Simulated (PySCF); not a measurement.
# [Y(SH)2]+: other functionals and bases at one geometry

One table from this session's results is given with a row withheld; the runs are named, their logs left out.

Method: several levels, as the steps say, no spin–orbit coupling; program: PySCF 2.14.0.

1 further run of the same task is left out (for a known fault of the program).

## Where the work starts

5 atoms, charge 1, spin multiplicity 1.

Bond lengths: Y1–S2 2.446 Å, Y1–S4 2.446 Å, S2–H3 1.359 Å, S4–H5 1.359 Å. Angles: S2–Y1–S4 99.0°, Y1–S2–H3 94.6°, Y1–S4–H5 94.6°.

Geometry (Å):

```csv
atom,x (Å),y (Å),z (Å)
Y1,0.0000,0.0000,-0.8742
S2,1.8576,-0.0744,0.7150
H3,2.8111,-0.2347,-0.2402
S4,-1.8576,0.0744,0.7150
H5,-2.8111,0.2347,-0.2402
```

Formal oxidation states: Y +3. An earlier session relaxed this geometry at PBE0, Y def2-SVP with ECP28, S def2-SVP, H def2-SVP (singlet, point group C2).

At PBE0 on the finer grid: E = -835.199349 Eh, HOMO -12.19 eV, LUMO -7.47 eV, Mulliken charge on Y1 +1.01 e, largest force component 0.043 eV/Å. 

Levels to run: revPBE; CAM-B3LYP; PBE0, TZVP. Hardware: 2 threads of Arm Neoverse V2, shared host.

The first run:

Contents of run.py (the lines that set the calculation):

```python
mol = gto.M(atom='''
Y      0.00000     0.00000    -0.87418
S      1.85756    -0.07439     0.71500
H      2.81110    -0.23473    -0.24020
S     -1.85756     0.07439     0.71500
H     -2.81110     0.23473    -0.24020''',
    basis={'Y': 'def2-SVP', 'S': 'def2-SVP', 'H': 'def2-SVP'},
    ecp={'Y': 'def2-SVP'},
    charge=1, spin=0)
mf = dft.RKS(mol, xc='PBE_R,PBE')
mf.grids.atom_grid = (75, 302)
mf = mf.density_fit()  # fitting sets: Y def2-universal-JKFIT, S def2-universal-JKFIT, H def2-universal-JKFIT
mf.conv_tol = 1e-08; mf.max_cycle = 55
mf.kernel(dm0)  # dm0: the density of the relaxed state
```

The run is started by

```bash
$ OMP_NUM_THREADS=2 python run.py
```

Steps of the session up to this table: revPBE; CAM-B3LYP; PBE0, TZVP.

One table of the session follows, with a row left open; its other results are not shown here.

```
              level  HOMO (eV)  gap (eV)  charge on Y1 (e)  dipole (D)  largest force component (eV/Å)
PBE0 (relaxed here)     -12.19      4.73              1.01        8.37                            0.04
             revPBE          ?         ?                 ?           ?                               ?
          CAM-B3LYP     -13.38      6.62              1.00        8.53                            0.10
         PBE0, TZVP     -12.14      4.73              1.25        7.95                            0.15
```

Q: Estimate the row for revPBE from the others.

The run gave: HOMO (eV): -11.07; gap (eV): 2.98; charge on Y1 (e): 0.93; dipole (D): 7.72; largest force component (eV/Å): 0.39. In the column «HOMO (eV)» it is the highest.

The dipole of a charged species depends on the origin, so these sizes hold for this origin alone.

In one basis the HOMO–LUMO gap runs from 2.98 eV (revPBE) to 6.62 eV (CAM-B3LYP). The largest leftover force, 0.39 eV/Å with revPBE, stands at a geometry relaxed at another level. Total energies of different levels can't be compared.
